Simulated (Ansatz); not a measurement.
# F2H2Si, SMILES F[SiH2]F: an atomisation energy

Program: the Python package of Ansatz (0.2.0).

Notebook, run cell by cell (the value of a cell's last expression is shown):

```python
from collections import Counter

import ansatz
```

```python
def single_point(molecule, charge=0, unpaired=0):
    calc = molecule.calculation().basis(gaussian="cc-pVDZ").correlation("ccsd_t").accuracy("medium")
    if charge:
        calc = calc.charge(charge)
    if unpaired:
        calc = calc.spin("collinear", total=unpaired)
    report = calc.run(threads=1, backend="cpu").report
    if report["published_state_doubts"]:
        print("  doubts:", report["published_state_doubts"])
    return report["free_energy_ev"]
```

```python
geometry_ang = [
    ("F", (-1.0498, 0.5175, 1.0077)),
    ("Si", (-0.0144, -0.0095, -0.0357)),
    ("F", (1.2234, -0.5453, 0.7713)),
    ("H", (-0.5317, -1.1108, -0.8183)),
    ("H", (0.4223, 1.0745, -0.9663)),
]
geometry = ansatz.Crystal.molecule()
for symbol, xyz in geometry_ang:
    geometry = geometry.atom(symbol, xyz)
```

```python
unpaired = {"F": 1, "Si": 2, "H": 1}
counts = Counter(site.symbol for site in geometry.cartesian_sites)
atom_energy = {s: single_point(ansatz.Crystal.molecule().atom(s, (0, 0, 0)), 0, unpaired[s]) for s in counts}
whole = single_point(geometry, 0, 0)
for s, e in atom_energy.items():
    print(f"{s:2s} x{counts[s]}  {e:14.5f} eV")
print(f"F2H2Si: {whole:.5f} eV")
split = sum(counts[s] * e for s, e in atom_energy.items()) - whole
print(f"atomisation energy (no zero-point term): {split:.3f} eV, {split / sum(counts.values()):.3f} eV an atom")
```

    F  x2     -2708.28324 eV
    Si x1     -7861.78005 eV
    H  x2       -13.58606 eV
    F2H2Si: -13322.16476 eV
    atomisation energy (no zero-point term): 16.646 eV, 3.329 eV an atom

16.646 eV from the electronic energies, without the zero-point term.

Reading the output:
- The settings weren't tested for convergence.
- The geometry is a force-field or estimated start, not a minimum of this method, and the basis set is short of its limit. All parts are taken at fixed geometry, without zero-point energy.
- In double-zeta sets correlated atomisation energies come out some 10 to 15 % low.
- For Al to Cl the sets with a tight d function, cc-pV(X+d)Z, are usual.
- Wall time of the script: 2.3 s on 1 thread of Intel(R) Xeon(R) Processor @ 2.30GHz, with other jobs on the host, peak memory 0.22 GiB.
